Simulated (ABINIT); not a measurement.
# SiS3 (P6/mmm) in ABINIT: RPA correlation energy with LDA

Aim: the RPA correlation energy of SiS3 with LDA.

Program: ABINIT 10.8.3 (patched build). These are calculated values, not measurements. Logs are shortened: lines on timing, memory, paths and dates and some standing lists are left out, and cuts for length are marked. The log counts tension as positive stress, the text compression.

## 1. Starting point

It takes space group P6/mmm (No. 191, hexagonal). Conventional cell: a = 4.154 Å, b = 4.154 Å, c = 6.344 Å, α = 90.00°, β = 90.00°, γ = 120.00°. Si (site symmetry 6/mmm) has 2 S at 1.24 Å as nearest neighbours. S (site symmetry 6mm) has 1 Si at 1.24 Å as nearest neighbours. S (site symmetry 6/mmm) is surrounded by 2 S at 1.93 Å.

The cell was built by a generator and needn't be a form met in nature.

## 2. RPA correlation energy, LDA

File run.abi:

```
ndtset 5

pp_dirpath "./"
pseudos "Si.upf, S.upf"

acell 7.8502040043 7.8502040091 11.9883964753
rprim
     1.0000000000     0.0000000000     0.0000000000
    -0.4999999997     0.8660254040     0.0000000000
     0.0000000000     0.0000000000     1.0000000000
ntypat 2
znucl 14 16
natom 4
typat 1 2 2 2
xred
            0.0            0.0            0.0
            0.0            0.0   0.8048107000
            0.0            0.0   0.1951893000
            0.0            0.0            1/2

ecut 571.439111 eV

kptopt 1
ngkpt 4 4 2
nshiftk 1
shiftk 0.0 0.0 0.0
istwfk *1

ixc 7

occopt 1

nstep 80
diemac 12.0
diemix 0.9
nnsclo 3

iomode 3
prteig 0
prtebands 0

nband1 11
tolvrs1 1.0e-12
prtden1 1
prtwf1 0

iscf2 -2
getden2 1
nband2 310
nbdbuf2 28
tolwfr2 1.0e-12
nstep2 120
prtden2 0

optdriver3 3
getwfk3 2
nband3 131
ecuteps3 4.5
ecutwfn3 16.0
inclvkb3 2
gwcalctyp3 1
gwrpacorr3 1
nfreqim3 6

optdriver4 3
getwfk4 2
nband4 201
ecuteps4 6.0
ecutwfn4 16.0
inclvkb4 2
gwcalctyp4 1
gwrpacorr4 1
nfreqim4 6

optdriver5 3
getwfk5 2
nband5 282
ecuteps5 7.5
ecutwfn5 16.0
inclvkb5 2
gwcalctyp5 1
gwrpacorr5 1
nfreqim5 6
```

Potentials or basis: PseudoDojo NC SR LDA v0.4 stringent.

Launch:

```sh
$ abinit run.abi > log 2>&1
```

run.abo:

```text
.Version 10.8.3 of ABINIT
 DATASET    1 : space group P6/m m m (#191); Bravais hP (primitive hexag.)
================================================================================
 Values of the parameters that define the memory need for DATASET  1.
     intxc =       0    ionmov =       0      iscf =       7    lmnmax =       6
     lnmax =       6     mgfft =      50  mpssoang =       3    mqgrid =    3001
     natom =       4  nloc_mem =       1    nspden =       1   nspinor =       1
    nsppol =       1      nsym =      24    n1xccc =    2501    ntypat =       2
    occopt =       1   xclevel =       1
       mpw =        2966          nfft =       64800          nkpt =           8
================================================================================
================================================================================
[... 37 lines left out ...]
 DATASET    5 : space group P6/m m m (#191); Bravais hP (primitive hexag.)
================================================================================
 Values of the parameters that define the memory need for DATASET  5.
     intxc =       0    ionmov =       0      iscf =       7    lmnmax =       6
     lnmax =       6     mgfft =      45  mpssoang =       3    mqgrid =    3001
     natom =       4  nloc_mem =       1    nspden =       1   nspinor =       1
    nsppol =       1      nsym =      24    n1xccc =    2501    ntypat =       2
    occopt =       1   xclevel =       1
       mpw =        1972          nfft =       40500          nkpt =           8
================================================================================
================================================================================

--------------------------------------------------------------------------------
------------- Echo of variables that govern the present computation ------------
--------------------------------------------------------------------------------
 -outvars: echo values of preprocessed input variables --------
            acell      7.8502040043E+00  7.8502040091E+00  1.1988396475E+01 Bohr
              amu      2.80855000E+01  3.20660000E+01
           diemac      1.20000000E+01
           diemix      9.00000000E-01
             ecut1     2.10000000E+01 Hartree
             ecut2     2.10000000E+01 Hartree
             ecut3     1.60000000E+01 Hartree
             ecut4     1.60000000E+01 Hartree
             ecut5     1.60000000E+01 Hartree
          ecuteps1     0.00000000E+00 Hartree
          ecuteps2     0.00000000E+00 Hartree
          ecuteps3     4.50000000E+00 Hartree
          ecuteps4     6.00000000E+00 Hartree
          ecuteps5     7.50000000E+00 Hartree
          ecutwfn1     0.00000000E+00 Hartree
          ecutwfn2     0.00000000E+00 Hartree
[... 543 lines left out ...]
 R(2)= -3.9251020  6.7984761  0.0000000  G(2)=  0.0000000  0.1470918  0.0000000
 R(3)=  0.0000000  0.0000000 11.9883965  G(3)=  0.0000000  0.0000000  0.0834140
 Unit cell volume ucvol=  6.3981382E+02 bohr^3
 Angles (23,13,12)=  9.00000000E+01  9.00000000E+01  1.20000000E+02 degrees

--- Pseudopotential description ------------------------------------------------
- pspini: atom type   1  psp file is ./Si.upf
  14.00000   4.00000  180309                  znucl, zion, pspdat
12 -1012 2 -1 1510                            pspcod,pspxc,lmax,lloc,mmax
     nproj     2     2     2

- pspini: atom type   2  psp file is ./S.upf
  16.00000   6.00000  180309                  znucl, zion, pspdat
12 -1012 2 -1 1132                            pspcod,pspxc,lmax,lloc,mmax
     nproj     2     2     2

--------------------------------------------------------------------------------
[... 344 lines left out ...]
--------------------------------------------------------------------------------
  q-point number  8        q = ( 0.250000, 0.250000, 0.500000) [r.l.u.]
--------------------------------------------------------------------------------
  Average fulfillment of the sum rule on Im[epsilon] for q-point    8 :     84.31  [%]

== END DATASET(S) ==============================================================
================================================================================

 -outvars: echo values of variables after computation  --------
            acell      7.8502040043E+00  7.8502040091E+00  1.1988396475E+01 Bohr
           etotal1    -3.5565268738E+01
           etotal3     0.0000000000E+00
           etotal4     0.0000000000E+00
           etotal5     0.0000000000E+00
            fcart1    -0.0000000000E+00 -0.0000000000E+00 -0.0000000000E+00
                      -0.0000000000E+00 -0.0000000000E+00 -1.9346416334E+00
                      -0.0000000000E+00 -0.0000000000E+00  1.9346416334E+00
                      -0.0000000000E+00 -0.0000000000E+00 -0.0000000000E+00
            fcart3     0.0000000000E+00  0.0000000000E+00  0.0000000000E+00
                       0.0000000000E+00  0.0000000000E+00  0.0000000000E+00
                       0.0000000000E+00  0.0000000000E+00  0.0000000000E+00
                       0.0000000000E+00  0.0000000000E+00  0.0000000000E+00
            fcart4     0.0000000000E+00  0.0000000000E+00  0.0000000000E+00
                       0.0000000000E+00  0.0000000000E+00  0.0000000000E+00
                       0.0000000000E+00  0.0000000000E+00  0.0000000000E+00
                       0.0000000000E+00  0.0000000000E+00  0.0000000000E+00
            fcart5     0.0000000000E+00  0.0000000000E+00  0.0000000000E+00
                       0.0000000000E+00  0.0000000000E+00  0.0000000000E+00
                       0.0000000000E+00  0.0000000000E+00  0.0000000000E+00
                       0.0000000000E+00  0.0000000000E+00  0.0000000000E+00
            rprim      1.0000000000E+00  0.0000000000E+00  0.0000000000E+00
                      -4.9999999970E-01  8.6602540400E-01  0.0000000000E+00
                       0.0000000000E+00  0.0000000000E+00  1.0000000000E+00
           strten1     2.0948940813E-05  2.0948937762E-05 -1.6778903596E-02
                       0.0000000000E+00  0.0000000000E+00  1.1722606178E-14
           strten3     0.0000000000E+00  0.0000000000E+00  0.0000000000E+00
                       0.0000000000E+00  0.0000000000E+00  0.0000000000E+00
           strten4     0.0000000000E+00  0.0000000000E+00  0.0000000000E+00
                       0.0000000000E+00  0.0000000000E+00  0.0000000000E+00
           strten5     0.0000000000E+00  0.0000000000E+00  0.0000000000E+00
                       0.0000000000E+00  0.0000000000E+00  0.0000000000E+00
           xangst      0.0000000000E+00  0.0000000000E+00  0.0000000000E+00
                       0.0000000000E+00  0.0000000000E+00  5.1057079790E+00
                       0.0000000000E+00  0.0000000000E+00  1.2382782267E+00
                       0.0000000000E+00  0.0000000000E+00  3.1719931028E+00
             xred      0.0000000000E+00  0.0000000000E+00  0.0000000000E+00
                       0.0000000000E+00  0.0000000000E+00  8.0481070000E-01
                       0.0000000000E+00  0.0000000000E+00  1.9518930000E-01
                       0.0000000000E+00  0.0000000000E+00  5.0000000000E-01
 Calculation completed.
```

It took 45 min on 1 thread of Intel Xeon Platinum 8375C at 2.90GHz (Ice Lake), shared host; peak memory 0.97 GiB.

What came out:

- Band gap on the k mesh, mean-field level: 0.68 eV, indirect (least direct gap 1.08 eV)
- RPA correlation energy: -7.785 eV/atom
- RPA correlation energy per cell: -31.138 eV

RPA correlation energy against the response cutoff:
```csv
cutoff (Ha),energy (eV per cell)
4.5,-25.957
6.0,-29.026
7.5,-31.138
```

Caveat: the k mesh is coarse (spacing up to 0.50 Å⁻¹), so the values aren't converged; the k mesh is coarse for a many-body step; the long-wavelength part of the RPA energy is incomplete in this program, an error that falls with the number of q points. A k mesh can miss the band edges.
